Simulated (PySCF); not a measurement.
# Au3 (Au3-): the cost of one run

Method: PBE0, Au def2-SVP with ECP60; scalar-relativistic core potentials, no spin–orbit coupling; program: PySCF 2.14.0.

2 further runs of the same task are left out: 2 for a known fault of the program.

### 1 The starting structure

3 atoms, charge -1, spin multiplicity 3.

No contacts short enough for the rule that draws bonds.

As a file:

```csv
atom,x (Å),y (Å),z (Å)
Au1,1.5944,0.0000,0.0000
Au2,-0.7972,1.3808,0.0000
Au3,-0.7972,-1.3808,0.0000
```

An earlier session relaxed this geometry at PBE0, Au def2-SVP with ECP60 (triplet, point group D3h).

Its energy there is -407.275493 Eh.

### 2 Atoms moved at random, σ = 0.03 Å

run.py (the lines that set the calculation) reads:

```python
mol = gto.M(atom='''
Au     1.54310     0.01763     0.02275
Au    -0.75447     1.35892    -0.02868
Au    -0.78862    -1.37655     0.00592''',
    basis={'Au': 'def2-SVP'},
    ecp={'Au': 'def2-SVP'},
    charge=-1, spin=2)
mf = dft.UKS(mol, xc='PBE0')
mf.grids.atom_grid = (50, 194)
mf = mf.density_fit()  # fitting sets: Au def2-universal-JKFIT
mf.conv_tol = 1e-08; mf.max_cycle = 55
mf.kernel(dm0)  # dm0: the density of the relaxed state
```

On the command line:

```console
$ OMP_NUM_THREADS=2 python run.py
```

**Question.** How long does this run take on 2 threads of AMD EPYC (Zen 3), shared host?

About 16 s.
